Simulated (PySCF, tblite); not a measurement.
# C₅H₁₂OSi: geometry, infrared bands and NMR shifts

Aim: predict the infrared bands and NMR shifts of C₅H₁₂OSi (`C[C@@H](O)[C@H]1CC[SiH2]1`).

Computed with tblite 0.8.0 and PySCF 2.14.0, with density-fitted response routines of our own, on a single molecule in the gas phase. Atoms are numbered from 0 throughout.

### Step 1. The molecule as given

19 atoms, charge 0, multiplicity 1; geometry from: force field or distance geometry start.

Bonds of the start (Å): C0–C1 1.51, C1–O2 1.43, C1–C3 1.52, C3–C4 1.57, C4–C5 1.55, C5–Si6 1.89, Si6–C3 1.92, C0–H7 1.09, C0–H8 1.09, C0–H9 1.11, C1–H10 1.09, O2–H11 0.98, C3–H12 1.11, C4–H13 1.11, C4–H14 1.09, C5–H15 1.10, C5–H16 1.10, Si6–H17 1.48, Si6–H18 1.49.

### Step 2. Geometry optimisation with GFN2-xTB

The job: settings as JSON, then the geometry in Å.

```
{"job": {"kind": "relax", "xc": "GFN2-xTB", "basis": "xTB"}, "charge": 0, "multiplicity": 1}
C     -2.128700    -0.032600    -0.929700
C     -1.166300     0.677100    -0.002100
O     -1.832300     0.988100     1.222800
C      0.016500    -0.220800     0.318100
C      1.010200    -0.546000    -0.846400
C      2.281100    -0.650600     0.036400
Si     1.499200     0.623800     1.198000
H     -2.487700    -0.965700    -0.489800
H     -1.669300    -0.257900    -1.893200
H     -3.024100     0.594400    -1.096300
H     -0.846200     1.613000    -0.455100
H     -2.269700     0.177600     1.551300
H     -0.278900    -1.131200     0.887500
H      1.078800     0.245900    -1.620400
H      0.772900    -1.460400    -1.393900
H      2.420800    -1.626500     0.522800
H      3.217700    -0.339500    -0.440100
H      1.744300     2.015900     0.772200
H      1.651900     0.304800     2.650300
```

Run with:

```sh
OMP_NUM_THREADS=1 python probes_run.py task.json out
```

The driver reads the jobs from task.json and runs them one after another.

**Question.** This job is followed by: GFN2-xTB harmonic vibrations, gas phase; GIAO PBE0/pcSseg-1 NMR shielding, non-relativistic, gas phase. What will the session give for the following? strongest single infrared mode (GFN2-xTB); zero-point energy (GFN2-xTB); ¹³C shifts against TMS (PBE0/pcSseg-1); ¹H shifts against TMS (PBE0/pcSseg-1, means over atoms taken as alike); ¹⁷O shifts against H2O (PBE0/pcSseg-1); ²⁹Si shifts against TMS (PBE0/pcSseg-1); surface potential, 1st and 99th percentile.

The runs gave:

| quantity | value |
| --- | --- |
| strongest single infrared mode (GFN2-xTB) | 2250 cm⁻¹, 388 km/mol |
| zero-point energy (GFN2-xTB) | 98.5 kcal/mol |
| ¹³C shifts against TMS (PBE0/pcSseg-1) | 76.2, 42.3, 26.4, 26.2, 5.8 ppm |
| ¹H shifts against TMS (PBE0/pcSseg-1, means over atoms taken as alike) | 4.80, 4.79, 3.59, 2.36, 1.78, 1.61, 1.47, 1.30, 1.11, -0.29 ppm |
| ¹⁷O shifts against H2O (PBE0/pcSseg-1) | 84.7 ppm |
| ²⁹Si shifts against TMS (PBE0/pcSseg-1) | -32.8 ppm |
| surface potential, 1st and 99th percentile | -1.62 V and 1.75 V |

What this shows: The optimisation took 92 steps and gained 0.321 eV; among the close pairs (by a distance rule), Si6–H18 changed most, from 1.495 to 1.464 Å. All 51 modes are real, so the xTB geometry is a minimum. The strongest single mode, at 2250 cm⁻¹, moves mainly H18. Unscaled tight-binding wavenumbers are off by several per cent, some by more. Its intensities can rank the bands wrongly. C1 (sp3 CH bonded to O) lies farthest downfield among carbon, at 76.2 ppm; deshielded by the electronegative neighbour. At PBE0/pcSseg-1: The largest span, 88 ppm, is at Si6, where the paramagnetic term is -499 ppm.
